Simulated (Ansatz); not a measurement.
# Ir: the cost of one run

Program: Ansatz 0.2.0. Level of theory: DFT r2SCAN, scalar-relativistic, plane waves, PAW. These are calculated values, not measurements.

### Step 1. The starting structure

The structure is hexagonal, space group P6_3/mmc (No. 194). Conventional cell: a = 2.751 Å, b = 2.751 Å, c = 4.462 Å, α = 90.00°, β = 90.00°, γ = 120.00°. Around Ir (site symmetry -6m2) lie 12 Ir at 2.74 to 2.75 Å.

As a file:

```
Ir
1.0
     2.75138    0.00000    0.00000
    -1.37569    2.38276    0.00000
     0.00000    0.00000    4.46229
Ir
2
Direct
  0.66667 0.33333 0.75000
  0.33333 0.66667 0.25000
```

It goes back to an entry of the Materials Project, which need not be the stable form.

The cell is taken as given, not relaxed at this level.

### Step 2. The reference cell

The reference gives a free energy of -23897.2591 eV, pressure -8.78 GPa, largest force 0.000 eV/Å and gap on the mesh none (metal). It was computed beforehand with the settings of the runs below.

### Step 3. The scan: an axial (c/a) deformation path

At fixed volume and fractional coordinates, lengths along (0.000, 0.000, 1.000) are scaled against those across it; ρ is that ratio over its starting value.

### Step 4. ρ = 0.850

File input.yaml:

```yaml
crystal:
  lattice:
    - [2.904539376, 0.0, 0.0]
    - [-1.452269688, 2.5154048859, 0.0]
    - [0.0, 0.0, 4.004089181]
  atoms:
    - { symbol: Ir, position: [0.6666666667, 0.3333333333, 0.75] }
    - { symbol: Ir, position: [0.3333333333, 0.6666666667, 0.25] }
basis:
  ecutwfc: 500
kpoints:
  mp_grid: { grid: [24, 24, 12] }
hamiltonian:
  xc: r2scan
scf:
  occupations: { method: gaussian, width: 0.15 }
output:
  forces: true
  stress: true
  eigenvalues: true
```

Started as:

```bash
$ ansatz run input.yaml --threads 1 --pin off --max-ram 2560MiB --backend cpu --events-out ev --progress --plain --runs-dir out
```

What time and memory should one allow on 1 thread of Arm Neoverse N1, shared host?

About 46 s, with a peak of 0.57 GiB.
